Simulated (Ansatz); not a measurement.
# GeH3Br + H radical: a complex and its separated parts

The complex below is one end of an elementary step. How strongly is it bound against its free parts?

Method: PBE0-D4/def2-TZVP structures, single points in def2-TZVPP, no counterpoise correction; program: Ansatz 0.2.0, Gaussian basis.

Levels: SPW92, PBE-D4, BLYP-D4, r2SCAN-D4, B97M-V, PBE0-D4, B3LYP-D4, r2SCAN0-D4, BHLYP-D4, CAM-B3LYP-D4, wB97X-V, wB97M-V, B2PLYP, PBE-QIDH, Hartree-Fock, MP2, CCSD, CCSD(T).

Correlated methods freeze the cores. Filled d shells of the heavier atoms are correlated. Orbitals are unrestricted. B3LYP uses VWN-RPA correlation. B2PLYP carries no dispersion term here.

94 further runs of the same task are left out: 94 set aside as unsound or not needed.

## Step 1: The starting structure

The complex: 6 atoms, charge 0, spin multiplicity 2.

Atoms are counted from 1 here; the program's logs count them from 0.

Bond lengths: Br1–Ge2 2.309 Å, Ge2–H4 1.532 Å, Ge2–H5 1.532 Å, Ge2–H6 1.532 Å. Angles: Br1–Ge2–H4 107.2°, Br1–Ge2–H5 107.2°, Br1–Ge2–H6 107.2°, H4–Ge2–H5 111.6°, H4–Ge2–H6 111.6°, H5–Ge2–H6 111.6°.

Geometry (Å):

```xyz
6

Br   -0.81136   -0.84609   -0.09420
Ge    0.76896    0.82647    0.10061
H    -3.19436   -3.44389   -0.42289
H     1.15905    1.24862   -1.31898
H     0.11760    1.97732    0.87320
H     1.96011    0.23767    0.86225
```

Its parts: GeH3Br holds atoms 1, 2, 4, 5, 6; H radical holds atoms 3. Each part counts its atoms afresh in its own runs.

## Step 2: Relaxing GeH3Br alone

Contents of relax-a/in.yaml:

```yaml
crystal:
  periodic: [false, false, false]
  atoms:
    - {symbol: Br, position_ang: [-0.811364, -0.846094, -0.094195]}
    - {symbol: Ge, position_ang: [0.768963, 0.826470, 0.100608]}
    - {symbol: H, position_ang: [1.159052, 1.248622, -1.318982]}
    - {symbol: H, position_ang: [0.117602, 1.977316, 0.873203]}
    - {symbol: H, position_ang: [1.960109, 0.237674, 0.862251]}
basis:
  gaussian: {orbitals: def2-TZVP}
hamiltonian: {xc: pbe0, dispersion: d4}
relax: {f_tol: 0.005, max_steps: 200}
```

Started as:

```sh
> ansatz run in.yaml --threads 4 --pin off --events-out ev --progress --plain --max-ram 9574MiB
```

The runs that follow: SPW92/def2-TZVPP; PBE-D4/def2-TZVPP; BLYP-D4/def2-TZVPP; r2SCAN-D4/def2-TZVPP; B97M-V/def2-TZVPP; PBE0-D4/def2-TZVPP; B3LYP-D4/def2-TZVPP; r2SCAN0-D4/def2-TZVPP; BHLYP-D4/def2-TZVPP; CAM-B3LYP-D4/def2-TZVPP; wB97X-V/def2-TZVPP; wB97M-V/def2-TZVPP; B2PLYP/def2-TZVPP; PBE-QIDH/def2-TZVPP; RPA on PBE/def2-TZVPP; CCSD(T)/def2-TZVPP; MP2/def2-QZVPP; Vibrations of GeH3Br.

**Question.** What will these runs give? Wanted: complex less parts, CCSD(T)/def2-TZVPP; with zero-point energy; largest T1 diagnostic.

**Answer**, as computed:

```
                              quantity         value
complex less parts, CCSD(T)/def2-TZVPP  -0.36 kJ/mol
                with zero-point energy  +0.41 kJ/mol
                 largest T1 diagnostic         0.009
```

At CCSD(T) the complex lies 0.36 kJ/mol below its parts. B97M-V is the best functional here (+0.18 kJ/mol from CCSD(T)); SPW92 is the worst (-2.59 kJ/mol). By rung, the mean size of the error is: LDA 2.59, GGA 0.96, meta-GGA 0.66, hybrid 0.93, range-separated hybrid 0.72, double hybrid 0.22 kJ/mol. PBE-D4 gives a relative energy 0.99 kJ/mol too low, an error of 274 % of the reference. No counterpoise was applied, and triple zeta lacks some correlation, so the CCSD(T) reference has a basis error of its own, and close matches with it are partly luck.
